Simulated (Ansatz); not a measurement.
# C₃H₃F₂I: a ladder of functionals and wavefunction methods

One table from this session's results is given with a row withheld; the runs are named, their logs left out.

Program: Ansatz 0.2.0, Gaussian basis. Level of theory: functionals in def2-TZVPP, the program's frozen cores in correlated methods. These are calculated values, not measurements.

Levels to be run: PBE-D4, r2SCAN-D4, PBE0-D4, B3LYP-D4, ωB97X-V, ωB97M-V, B2PLYP; CCSD(T)/def2-TZVPP; MP2/def2-QZVPP; extrapolation to the limit.

## Structure used throughout

The geometry comes from an earlier relaxation with PBE0-D4 in a triple-zeta def2 set; it is a stationary point, not always the lowest conformer. I takes the def2 core potential; no spin-orbit term is included.

SMILES `FC(F)/C=C/I`, 9 atoms, charge 0, spin multiplicity 1.

Atoms are counted from 1 here; the program's logs count them from 0.

Bond lengths: F1–C2 1.359 Å, C2–F3 1.359 Å, C2–C4 1.488 Å, C2–H7 1.094 Å, C4–C5 1.321 Å, C4–H8 1.085 Å, C5–I6 2.068 Å, C5–H9 1.084 Å. Angles: F1–C2–F3 106.7°, F1–C2–C4 110.1°, F1–C2–H7 108.2°, F3–C2–C4 110.1°, F3–C2–H7 108.2°, C4–C2–H7 113.3°, C2–C4–C5 120.9°, C2–C4–H8 116.1°, C5–C4–H8 123.0°, C4–C5–I6 124.0°, C4–C5–H9 122.6°, I6–C5–H9 113.4°.

The first run:

in.yaml reads:

```yaml
crystal:
  periodic: [false, false, false]
  atoms:
    - {symbol: F, position_ang: [0.369403, -2.120004, 0.327670]}
    - {symbol: C, position_ang: [0.797274, -0.838367, 0.181723]}
    - {symbol: F, position_ang: [1.873134, -0.878443, -0.647630]}
    - {symbol: C, position_ang: [-0.279769, -0.006266, -0.419621]}
    - {symbol: C, position_ang: [-0.749562, 1.055527, 0.211149]}
    - {symbol: I, position_ang: [-2.242338, 2.277331, -0.533726]}
    - {symbol: H, position_ang: [1.131242, -0.475434, 1.158701]}
    - {symbol: H, position_ang: [-0.644184, -0.325371, -1.390312]}
    - {symbol: H, position_ang: [-0.381300, 1.368628, 1.181046]}
basis:
  gaussian: {orbitals: def2-TZVPP}
hamiltonian: {xc: pbe, dispersion: d4}
output: {forces: true, orbitals: {seedname: orbitals}}
```

Launch:

```
ansatz run in.yaml --threads 4 --pin off --events-out ev --progress --plain --max-ram 10444MiB
```

Steps of the session up to this table: PBE-D4 (GGA); r2SCAN-D4 (meta-GGA); PBE0-D4 (hybrid); B3LYP-D4 (hybrid); ωB97X-V (range-separated); ωB97M-V (range-separated); B2PLYP (double hybrid); CCSD(T) in def2-TZVPP; MP2 in def2-QZVPP.

One table of the session follows, with a row left open; its other results are not shown here.

It belongs to the step «Atomisation energies». 

| method | atomisation energy (kcal/mol) |
| --- | --- |
| PBE-D4 | ? |
| r2SCAN-D4 | 842.8 |
| PBE0-D4 | 846.9 |
| B3LYP-D4 | 834.9 |
| ωB97X-V | 837.5 |
| ωB97M-V | 837.9 |
| B2PLYP | 828.7 |
| HF/def2-TZVPP | 585.9 |
| MP2/def2-TZVPP | 844.1 |
| CCSD/def2-TZVPP | 796.9 |
| CCSD(T)/def2-TZVPP | 815.1 |
| MP2/CBS | 867.6 |
| CCSD(T)/CBS | 838.6 |

Q: Estimate the row for PBE-D4 from the others.

As computed: atomisation energy (kcal/mol): 873.8. In the column «atomisation energy (kcal/mol)» it is the highest.

To keep in mind: Free atoms (2 F, 3 C, 1 I, 3 H) were run apart at each level; the atomisation energy is their sum less the molecule, without zero-point or spin-orbit terms.
